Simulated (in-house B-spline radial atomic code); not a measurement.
**I⁸⁺: ionisation energy by several methods**

How far do functionals differ on the ionisation energy of I⁸⁺? Each run solves I⁸⁺ and then the next ion ([Kr] 4d8).

The numbers are computed with in-house B-spline radial atomic code version 1 (non-relativistic, several functionals, spin-polarised, exact exchange averaged over the configuration; spherical all-electron atom at the radial basis limit), except any that are marked as measured or tabulated.

**1. The system**

```
element       : iodine (Z = 53)
charge        : +8
electrons     : 45
configuration : [Kr] 4d9
nucleus       : point
```

Outer shells as boxes (Hund's rule):

[Kr] 4d9
```
[Kr] core
4d [↑↓][↑↓][↑↓][↑↓][↑ ]
```

Where spins are not typed, each open shell is filled with up spins first.

**2. ωB97X**

Input settings:

```ini
Z = 53
electrons = 45.0
configuration = [Kr] 4d9
hamiltonian = nr
method = wb97x
spin_polarised = True
exact_exchange = averaged over the configuration
```

On the command line:

```
$ python run_scf.py task.json out
```

task.json lists these runs, among others, and the program works through them in turn.

**3. B97-1**

Settings: those of step 2 with these lines changed.

```diff
@@ -4,3 +4,3 @@
 hamiltonian = nr
-method = wb97x
+method = b97_1
 spin_polarised = True
```

**4. TPSSh**

Settings: those of step 3 with these lines changed.

```diff
@@ -4,3 +4,3 @@
 hamiltonian = nr
-method = b97_1
+method = tpssh
 spin_polarised = True
```

**5. M06-2X**

Settings: those of step 4 with these lines changed.

```diff
@@ -4,3 +4,3 @@
 hamiltonian = nr
-method = tpssh
+method = m062x
 spin_polarised = True
```

**6. BHandHLYP**

Settings: those of step 5 with these lines changed.

```diff
@@ -4,3 +4,3 @@
 hamiltonian = nr
-method = m062x
+method = bhandhlyp
 spin_polarised = True
```

**7. B3LYP**

Settings: those of step 6 with these lines changed.

```diff
@@ -4,3 +4,3 @@
 hamiltonian = nr
-method = bhandhlyp
+method = b3lyp
 spin_polarised = True
```

Q: The tabulated ionisation energy is 171 ± 2.2 eV (tabulated theoretical; NIST Atomic Spectra Database). What does each method give, and which comes nearest?

The runs gave:

| method | rung | total energy (hartree) | ΔSCF (eV) | −ε highest (eV) | ΔSCF less tabulated (eV) |
| --- | --- | --- | --- | --- | --- |
| B97-1 | global hybrid | -6903.5248 | 175.78 | 166.77 (4d down) | +4.78 |
| TPSSh | global hybrid | -6903.4541 | 175.77 | 165.35 (4d down) | +4.77 |
| M06-2X | global hybrid | -6904.2322 | 175.75 | 171.05 (4d down) | +4.75 |
| BHandHLYP | global hybrid | -6903.8000 | 175.70 | 170.60 (4d down) | +4.70 |
| B3LYP | global hybrid | -6903.7376 | 175.81 | 166.69 (4d down) | +4.81 |
| ωB97X | range-separated hybrid | -6903.9225 | 175.59 | 169.58 (4d down) | +4.59 |

Tables give 171 ± 2.2 eV (tabulated theoretical; NIST Atomic Spectra Database) for the ionisation energy. ωB97X misses by +4.59 eV, the least, and B3LYP by +4.81 eV (2.8 %), the most. All methods miss on the same side by much the same amount, which points to something that they share. These runs lack relativity altogether, which can outweigh the gaps between the methods, so the nearest may be so by luck. These runs leave out relativity, which matters at this nuclear charge. Open shells are averaged (over orientations, and over spins where the run is restricted), while tables refer to the lowest levels.
